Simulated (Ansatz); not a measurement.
# C3H4OSi: a ladder of functionals and wavefunction methods

One table from this session's results is given with a row withheld; the runs are named, their logs left out.

Computed with Ansatz 0.2.0, Gaussian basis. Level: functionals in def2-TZVPP, the program's frozen cores in correlated methods.

Plan: LDA (SPW92), PBE-D4, revPBE-D4, BLYP-D4, r2SCAN-D4, B97M-V, PBE0-D4, B3LYP-D4, r2SCANh-D4, r2SCAN0-D4, HSE06-D4, BHLYP-D4, CAM-B3LYP-D4, LC-ωPBE, ωB97X-V, ωB97M-V, B2PLYP, PBE-QIDH; CCSD(T)/def2-SVP; CCSD(T)/def2-TZVPP; MP2/def2-QZVPP; extrapolation to the limit; RPA on PBE.

### The relaxed structure

An earlier PBE0-D4 in a triple-zeta def2 set relaxation fixed the geometry.

SMILES `C#CC(=O)[SiH3]`, 9 atoms, charge 0, spin multiplicity 1.

Atoms are counted from 1 here; the program's logs count them from 0.

Bond lengths: C1–C2 1.203 Å, C1–H6 1.066 Å, C2–C3 1.448 Å, C3–O4 1.211 Å, C3–Si5 1.932 Å, Si5–H7 1.481 Å, Si5–H8 1.485 Å, Si5–H9 1.485 Å. Angles: C2–C1–H6 178.3°, C1–C2–C3 173.8°, C2–C3–O4 122.5°, C2–C3–Si5 115.7°, O4–C3–Si5 121.8°, C3–Si5–H7 108.1°, C3–Si5–H8 108.4°, C3–Si5–H9 108.4°, H7–Si5–H8 111.4°, H7–Si5–H9 111.3°, H8–Si5–H9 109.2°.

Set-up of the first run:

in.yaml reads:

```yaml
crystal:
  periodic: [false, false, false]
  atoms:
    - {symbol: C, position_ang: [0.495753, 2.299527, -0.426391]}
    - {symbol: C, position_ang: [0.668149, 1.109227, -0.466835]}
    - {symbol: C, position_ang: [0.743645, -0.336136, -0.433694]}
    - {symbol: O, position_ang: [1.647226, -0.952790, -0.953337]}
    - {symbol: Si, position_ang: [-0.695303, -1.227512, 0.497091]}
    - {symbol: H, position_ang: [0.369457, 3.357393, -0.406783]}
    - {symbol: H, position_ang: [-0.457738, -2.686837, 0.419595]}
    - {symbol: H, position_ang: [-1.977473, -0.853177, -0.152032]}
    - {symbol: H, position_ang: [-0.705214, -0.755797, 1.905188]}
basis:
  gaussian: {orbitals: def2-TZVPP}
hamiltonian: {xc: lda}
output: {orbitals: {seedname: orbitals}}
```

Launch:

```bash
> ansatz run in.yaml --threads 2 --pin off --events-out ev --progress --plain --max-ram 4352MiB
```

Among the steps run: LDA; PBE-D4 (GGA); revPBE-D4 (GGA); BLYP-D4 (GGA); r2SCAN-D4 (meta-GGA); B97M-V (meta-GGA); B3LYP-D4 (hybrid); r2SCANh-D4 (hybrid); r2SCAN0-D4 (hybrid); HSE06-D4 (hybrid); BHLYP-D4 (hybrid); CAM-B3LYP-D4 (range-separated); LC-ωPBE (range-separated); ωB97X-V (range-separated); ωB97M-V (range-separated); B2PLYP (double hybrid); PBE-QIDH (double hybrid).

One of the session's tables, all rows but one given; the rest of the session is left out.

It belongs to the step «Orbital energies across the functionals». 

| functional | HOMO (eV) | LUMO (eV) | gap (eV) |
| --- | --- | --- | --- |
| LDA (SPW92) | -6.09 | -3.57 | 2.52 |
| PBE-D4 | -5.95 | -3.33 | 2.62 |
| revPBE-D4 | -5.89 | -3.24 | 2.64 |
| BLYP-D4 | -5.84 | -3.16 | 2.68 |
| r2SCAN-D4 | -6.25 | -3.19 | 3.05 |
| B97M-V | -6.43 | -3.12 | 3.31 |
| PBE0-D4 | -7.50 | -2.33 | 5.17 |
| B3LYP-D4 | -7.26 | -2.53 | 4.72 |
| r2SCANh-D4 | -6.83 | -2.82 | 4.01 |
| r2SCAN0-D4 | -7.72 | -2.26 | 5.46 |
| HSE06-D4 | -7.10 | -2.71 | 4.38 |
| BHLYP-D4 | -9.00 | -1.16 | 7.84 |
| CAM-B3LYP-D4 | -8.94 | -1.14 | 7.80 |
| LC-ωPBE | -10.24 | 0.00 | 10.24 |
| ωB97X-V | ? | ? | ? |
| ωB97M-V | -9.85 | -0.11 | 9.75 |

Estimate the missing values for ωB97X-V.

The run gave: HOMO (eV): -9.93; LUMO (eV): -0.04; gap (eV): 9.88. In the column «HOMO (eV)» it lies between LC-ωPBE (-10.24) and ωB97M-V (-9.85).
